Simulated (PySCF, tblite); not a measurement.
# C5H12BP: geometry, infrared bands and NMR shifts

Aim: predict the infrared bands and NMR shifts of C5H12BP (`C[B-](C)(C)[PH+]1C=C1`).

Programs: tblite 0.8.0 and PySCF 2.14.0, with density-fitted response routines of our own. Each step states its level of theory. These are calculated values for one molecule in the gas phase, unless marked as measured. Atoms are numbered from 0 throughout.

**1. The starting structure**

19 atoms, charge 0, multiplicity 1; geometry from: force field or distance geometry start.

Bonds of the start (Å): C0–B1 1.60, B1–C2 1.58, B1–C3 1.60, B1–P4 1.87, P4–C5 1.79, C5–C6 1.34, C6–P4 1.79, C0–H7 1.12, C0–H8 1.09, C0–H9 1.10, C2–H10 1.10, C2–H11 1.11, C2–H12 1.13, C3–H13 1.09, C3–H14 1.11, C3–H15 1.10, P4–H16 1.42, C5–H17 1.11, C6–H18 1.11.

**2. Geometry optimisation with GFN2-xTB**

What the job is given:

```
{"job": {"kind": "relax", "xc": "GFN2-xTB", "basis": "xTB"}, "charge": 0, "multiplicity": 1}
C     -0.386500    -0.635000     1.392400
B     -0.470600     0.111100    -0.023300
C     -1.275400     1.448100     0.206600
C     -1.330300    -0.771800    -1.042100
P      1.215800     0.349300    -0.796500
C      2.477800    -0.839900    -0.359700
C      2.690500     0.346200     0.223400
H     -1.405900    -0.524300     1.849900
H      0.301200    -0.173700     2.105900
H     -0.199900    -1.709900     1.254800
H     -0.829000     2.134600     0.934200
H     -1.419100     1.967000    -0.768900
H     -2.305800     1.228900     0.612200
H     -2.382100    -0.496400    -1.043500
H     -1.141400    -1.824100    -0.757400
H     -0.932100    -0.593300    -2.055000
H      1.310700     0.879800    -2.105300
H      2.789400    -1.891400    -0.529400
H      3.282800     1.004100     0.894000
```

Command:

```sh
$ OMP_NUM_THREADS=1 python probes_run.py task.json out
```

One launch serves the whole session: the jobs run in the order shown.

**Question.** This job is followed by: GFN2-xTB harmonic vibrations, gas phase; GIAO PBE0/pcSseg-1 NMR shielding, non-relativistic, gas phase. What will the session give for the following? strongest single infrared mode (GFN2-xTB); zero-point energy (GFN2-xTB); 13C shifts against TMS (PBE0/pcSseg-1); 1H shifts against TMS (PBE0/pcSseg-1); 11B shifts against BF3·OEt2 (PBE0/pcSseg-1); 31P shifts against H3PO4 (PBE0/pcSseg-1); surface potential, 1st and 99th percentile.

The runs gave:

| quantity | value |
| --- | --- |
| strongest single infrared mode (GFN2-xTB) | 2064 cm⁻¹, 332 km/mol |
| zero-point energy (GFN2-xTB) | 94.0 kcal/mol |
| 13C shifts against TMS (PBE0/pcSseg-1) | 126.7, 124.9, 18.2, 17.4, 16.8 ppm |
| 1H shifts against TMS (PBE0/pcSseg-1) | 8.04, 8.02, 1.88, 1.19, 1.13, 1.04, 0.98, 0.94, 0.74, 0.73, 0.45, -0.12 ppm |
| 11B shifts against BF3·OEt2 (PBE0/pcSseg-1) | 89.1 ppm |
| 31P shifts against H3PO4 (PBE0/pcSseg-1) | -284.8 ppm |
| surface potential, 1st and 99th percentile | -0.62 V and 1.29 V |

Over 194 steps the energy fell by 0.977 eV; of the close pairs, B1–P4 changed most, 1.870 to 3.626 Å. The lowest mode is imaginary (42i cm⁻¹), so the xTB geometry is not a minimum. The strongest single mode, at 2064 cm⁻¹, moves mainly H16. Unscaled tight-binding wavenumbers are off by several per cent, some by more. Its intensities can rank the bands wrongly. The structure rearranged or came apart on optimisation; the results belong to the end geometry, not to the formula as drawn. Shifts at one fixed geometry are not the observed spectrum, which averages over the motion. At PBE0/pcSseg-1: The largest span, 713 ppm, is at P4, where the paramagnetic term is -362 ppm. At PBE0/pcSseg-1, counted by nearest atom on the grid, the HOMO lies on P4 42 %; H16 19 %, the LUMO on C5, C6 about 29 % each; H17, H18 about 10 % each.
